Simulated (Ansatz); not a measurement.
# CH₃Cl₂MoNO: how energies converge with the basis set

An exercise on one series of results from a longer session: the logs are not shown, and one member is left open.

The runs use Ansatz 0.2.0, Gaussian basis; one geometry, several basis sets.

Plan: PBE0-D4/def2-SVP; ωB97M-V/def2-SVP; PBE0-D4/def2-QZVPP; ωB97M-V/def2-QZVPP; the functionals' def2-TZVPP values are taken from earlier runs.

1 further run of the same task is left out (for a known fault of the program). Runs told in other sessions of the task aren't counted.

## The relaxed structure

All runs share one geometry, relaxed beforehand with PBE0-D4 in a triple-zeta def2 set. Mo takes the def2 core potential; no spin-orbit term is included.

SMILES `C[N]=[Mo](=[O])([Cl])[Cl]`, 9 atoms, charge 0, spin multiplicity 1.

Atoms are counted from 1 here; the program's logs count them from 0.

Bond lengths: C1–N2 1.417 Å, C1–H7 1.096 Å, C1–H8 1.094 Å, C1–H9 1.094 Å, N2–Mo3 1.712 Å, Mo3–O4 1.667 Å, Mo3–Cl5 2.265 Å, Mo3–Cl6 2.265 Å. Angles: N2–C1–H7 111.2°, N2–C1–H8 109.5°, N2–C1–H9 109.5°, H7–C1–H8 109.2°, H7–C1–H9 109.2°, H8–C1–H9 108.1°, C1–N2–Mo3 150.4°, N2–Mo3–O4 105.9°, N2–Mo3–Cl5 107.4°, N2–Mo3–Cl6 107.4°, O4–Mo3–Cl5 110.5°, O4–Mo3–Cl6 110.5°, Cl5–Mo3–Cl6 114.8°.

Set-up of the first run:

in.yaml

```yaml
crystal:
  periodic: [false, false, false]
  atoms:
    - {symbol: C, position_ang: [0.917238, -1.292312, -0.139602]}
    - {symbol: N, position_ang: [0.450323, 0.036117, 0.015171]}
    - {symbol: Mo, position_ang: [-0.838910, 1.156764, 0.121762]}
    - {symbol: O, position_ang: [-2.237218, 0.261559, -0.026402]}
    - {symbol: Cl, position_ang: [-0.631258, 2.593779, -1.616609]}
    - {symbol: Cl, position_ang: [-0.728725, 2.120774, 2.168378]}
    - {symbol: H, position_ang: [0.084079, -1.995711, -0.248553]}
    - {symbol: H, position_ang: [1.558359, -1.353544, -1.024493]}
    - {symbol: H, position_ang: [1.514610, -1.573825, 0.733149]}
basis:
  gaussian: {orbitals: def2-SVP}
hamiltonian: {xc: pbe0, dispersion: d4}
output: {orbitals: {seedname: orbitals}}
```

Command:

```console
ansatz run in.yaml --threads 4 --pin off --events-out ev --progress --plain --max-ram 11315MiB
```

Steps of the session up to this table: PBE0-D4 in def2-SVP; ωB97M-V in def2-SVP; PBE0-D4 in def2-QZVPP; ωB97M-V in def2-QZVPP.

One table of the session follows, with a row left open; its other results are not shown here.

It belongs to the step «Functionals by basis». 

```
functional       basis  HOMO (eV)  LUMO (eV)
   PBE0-D4    def2-SVP      -8.32      -2.85
   PBE0-D4  def2-TZVPP      -8.33      -2.88
   PBE0-D4  def2-QZVPP          ?          ?
   ωB97M-V    def2-SVP     -10.53      -0.80
   ωB97M-V  def2-TZVPP     -10.56      -0.88
   ωB97M-V  def2-QZVPP     -10.57      -0.91
```

Q: Estimate the row for PBE0-D4, def2-QZVPP from the others.

As computed: HOMO (eV): -8.33; LUMO (eV): -2.90.
